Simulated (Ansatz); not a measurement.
# B₂Cl₄H₂O₂: small, medium and large basis sets

One table from this session's results is given with a row withheld; the runs are named, their logs left out.

Computed with Ansatz 0.2.0, Gaussian basis. Level: one geometry, several basis sets.

The runs, in order: PBE0-D4/def2-SVP; ωB97M-V/def2-SVP; PBE0-D4/def2-QZVPP; ωB97M-V/def2-QZVPP; the functionals' def2-TZVPP values are taken from earlier runs.

## The relaxed structure

The geometry comes from an earlier relaxation with PBE0-D4 in a triple-zeta def2 set; it is a stationary point, not always the lowest conformer.

SMILES `Cl[B-]1(Cl)[OH+][B-](Cl)(Cl)[OH+]1`, 10 atoms, charge 0, spin multiplicity 1.

Atoms are counted from 1 here; the program's logs count them from 0.

Bond lengths: Cl1–B2 1.777 Å, B2–Cl3 1.803 Å, B2–O4 1.542 Å, B2–O8 1.542 Å, O4–B5 1.542 Å, O4–H9 0.966 Å, B5–Cl6 1.803 Å, B5–Cl7 1.777 Å, B5–O8 1.542 Å, O8–H10 0.966 Å. Angles: Cl1–B2–Cl3 116.5°, Cl1–B2–O4 112.5°, Cl1–B2–O8 112.5°, Cl3–B2–O4 111.8°, Cl3–B2–O8 111.8°, O4–B2–O8 88.7°, B2–O4–B5 91.0°, B2–O4–H9 114.5°, B5–O4–H9 114.5°, O4–B5–Cl6 111.8°, O4–B5–Cl7 112.5°, O4–B5–O8 88.7°, Cl6–B5–Cl7 116.5°, Cl6–B5–O8 111.8°, Cl7–B5–O8 112.5°, B2–O8–B5 91.0°, B2–O8–H10 114.5°, B5–O8–H10 114.5°.

The first run:

in.yaml reads:

```yaml
crystal:
  periodic: [false, false, false]
  atoms:
    - {symbol: Cl, position_ang: [0.903573, -2.517621, -0.170162]}
    - {symbol: B, position_ang: [-0.081272, -1.090426, 0.217269]}
    - {symbol: Cl, position_ang: [-1.579575, -1.384815, 1.175385]}
    - {symbol: O, position_ang: [0.757131, 0.062398, 0.806115]}
    - {symbol: B, position_ang: [0.347628, 0.990476, -0.355631]}
    - {symbol: Cl, position_ang: [-0.831063, 2.246672, 0.175616]}
    - {symbol: Cl, position_ang: [1.744444, 1.561964, -1.293295]}
    - {symbol: O, position_ang: [-0.356491, -0.210595, -1.019194]}
    - {symbol: H, position_ang: [0.470866, 0.361527, 1.678341]}
    - {symbol: H, position_ang: [-1.292243, -0.070680, -1.211546]}
basis:
  gaussian: {orbitals: def2-SVP}
hamiltonian: {xc: pbe0, dispersion: d4}
output: {orbitals: {seedname: orbitals}}
```

Launch:

```bash
ansatz run in.yaml --threads 4 --pin off --events-out ev --progress --plain --max-ram 11315MiB
```

Among the steps run: PBE0-D4 in def2-SVP; ωB97M-V in def2-SVP; PBE0-D4 in def2-QZVPP; ωB97M-V in def2-QZVPP.

One table of the session follows, with a row left open; its other results are not shown here.

It belongs to the step «Density functionals: the series». 

```
functional       basis  HOMO (eV)  LUMO (eV)
   PBE0-D4    def2-SVP      -8.66       0.46
   PBE0-D4  def2-TZVPP      -8.84      -0.19
   PBE0-D4  def2-QZVPP      -8.88      -0.46
   ωB97M-V    def2-SVP          ?          ?
   ωB97M-V  def2-TZVPP     -11.08       1.35
   ωB97M-V  def2-QZVPP     -11.13       0.83
```

Estimate the missing values for ωB97M-V, def2-SVP.

**Answer.** HOMO (eV): -10.85; LUMO (eV): 2.19. In the column «HOMO (eV)» it lies between ωB97M-V, def2-TZVPP (-11.08) and PBE0-D4, def2-QZVPP (-8.88).
